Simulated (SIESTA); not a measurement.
HfIn4SiO6 under changes of volume

One of the cells (15.779 Å³/atom); the others are scaled copies at fixed shape and fractional positions:

```
Hf In Si O
1.0
     2.43017   -8.18331   -0.00363
     2.43017    8.18331   -0.00363
    -0.99527    0.00000    4.76205
Hf In Si O
1 4 1 6
Direct
  0.00000 0.00000 0.00000
  0.66321 0.33679 0.00000
  0.16197 0.83803 0.50000
  0.33679 0.66321 0.00000
  0.83803 0.16197 0.50000
  0.50000 0.50000 0.50000
  0.73033 0.73033 0.27051
  0.26967 0.26967 0.72949
  0.19575 0.35695 0.27609
  0.64305 0.80425 0.72391
  0.80425 0.64305 0.72391
  0.35695 0.19575 0.27609
```

The cell was built by a generator and needn't be a form met in nature.

```yaml
Program: SIESTA 5.4.2
Functional: PBE
Potentials_or_basis: PseudoDojo 0.4 standard (PBE files)
Basis: DZP (energy shift 0.003 Ry; two zetas on semicore shells)
Grid_cutoff: 800 Ry
Energy_shift: 0.003 Ry
k_mesh: 6 × 6 × 6
Occupations: fermi-dirac, width 0.05 eV
Spin: no spin polarisation
```

```tsv
volume (Å³/atom)	energy over the lowest point (meV/atom)	pressure (GPa)	largest force (eV/Å)
14.541	?	?	?
14.851	15.62	6.8	0.436
15.160	5.32	4.0	0.270
15.779	0.00	-1.0	0.099
16.088	3.97	-3.1	0.184
16.398	11.74	-4.9	0.298
```

Question: What does the run at 14.541 Å³/atom give?

Answer: Energy over the lowest point 31.79 meV/atom; pressure 10.1 GPa; largest force 0.618 eV/Å.

Worked out: A Birch-Murnaghan fit of order 3 (a polynomial in V^(-2/3)) to the other rows has its minimum at 15.64 Å³/atom with B0 = V·E''(V) = 117 GPa and B' = 4.6 at fixed shape and positions, which overstates the stiffness. It gives 31.89 meV/atom at 14.541 Å³/atom, against the run's 31.79, and -dE/dV = 10.1 GPa, against 10.1.

Energies are extrapolated to zero smearing.

Caveats: short orbitals over semicore shells can move pressures by several GPa; the basis of atomic orbitals isn't converged, which shifts pressures, moduli and gaps.
